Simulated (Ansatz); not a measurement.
# SiC (zincblende type): the cost of one run

Computed with Ansatz 0.2.0 (DFT LDA, with the methods named in each step, unless a step's input says otherwise).

**1. Starting point**

Symmetry: F-43m, No. 216, cubic system. The conventional cell has a = 4.329 Å, b = 4.329 Å, c = 4.329 Å, α = 90.00°, β = 90.00°, γ = 90.00°. Si (site symmetry -43m) has 4 C at 1.87 Å as nearest neighbours. C (site symmetry -43m) is surrounded by 4 Si at 1.87 Å.

As a file:

```
Si C
1.0
     0.00000    2.16443    2.16443
     2.16443    0.00000    2.16443
     2.16443    2.16443    0.00000
Si C
1 1
Direct
  0.00000 0.00000 0.00000
  0.25000 0.25000 0.25000
```

Whether this phase is the stable one at these pressures isn't tested.

Atoms are numbered in the order of the input: Si1, C2.

**2. The reference volume, LAPW**

input.yaml reads:

```yaml
crystal:
  lattice:
    - [0.0, 2.1644310222, 2.1644310222]
    - [2.1644310222, 0.0, 2.1644310222]
    - [2.1644310222, 2.1644310222, 0.0]
  atoms:
    - { symbol: Si, position: [0.0, 0.0, 0.0] }
    - { symbol: C, position: [0.25, 0.25, 0.25] }
kpoints:
  mp_grid: { grid: [17, 17, 17] }
  band_path:
    path:
      - [0.0, 0.0, 0.0]
      - [-0.5, -0.5, 0.0]
      - [-0.375, -0.375, 0.25]
      - [-0.375, 0.0, 0.375]
      - [0.0, 0.0, 0.0]
      - [0.0, 0.0, 0.5]
      - [-0.5, -0.25, 0.25]
      - [-0.5, -0.5, 0.0]
    npoints: 14
scf:
  occupations: { method: fermi_dirac, width: 0.05 }
hamiltonian:
  xc: lda
  pseudopotentials: { kind: all_electron, lapw: { basis_error: 0.001 } }
output:
  forces: true
  stress: true
  eigenvalues: true
  populations: true
  dos: { projected: true, de: 0.2, e_range: [-14, 8] }
```

Run with:

```sh
> ansatz run input.yaml --threads 1 --pin off --max-ram 2048MiB --backend cpu --events-out ev --progress --plain --runs-dir out
```

**Question.** How long does this run take on 1 thread of Arm Neoverse V1, shared host, and how much memory does it need?

About 32 s, with a peak of 0.36 GiB.
